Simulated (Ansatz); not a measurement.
# OTa: the cost of one run

Program: Ansatz 0.2.0, Gaussian basis. Level of theory: def2-QZVPP, core rule «outside noble gas», up to 5 orbitals frozen. These are calculated values, not measurements.

To be run: UHF; ROHF; CCSD(T) on UHF.

## Step 1: What is computed

The geometry is a PBE0/def2-TZVP stationary point (not a proven minimum) of the parent state, kept for this charge and spin. No spin-orbit coupling is included. Elements past krypton take def2 core potentials.

2 atoms, charge 1, spin multiplicity 5.

Atoms are counted from 1 here; the program's logs count them from 0.

Bond lengths: Ta1–O2 1.699 Å.

As a file:

```xyz
2

Ta    0.0000    0.0000    0.0000
O     0.0000    0.0000    1.6986
```

## Step 2: UHF

The input, in.yaml:

```yaml
crystal:
  periodic: [false, false, false]
  atoms:
    - {symbol: Ta, position_ang: [0.000000, 0.000000, 0.000000]}
    - {symbol: O, position_ang: [0.000000, 0.000000, 1.698600]}
basis:
  gaussian: {orbitals: "def2-QZVPP.json"}
total_charge: 1
magnetization: {spin_polarized: true, initial_magnetization: 4}
hamiltonian: {xc: hf}
output: {orbitals: {seedname: orbitals}}
```

Run with:

```bash
$ ansatz run in.yaml --threads 1 --pin off --events-out ev --progress --plain --max-ram 4096MiB --backend cpu
```

What time and memory should one allow on 1 thread of AMD EPYC 7R13, shared host?

About 15 s, with a peak of 0.3 GiB.
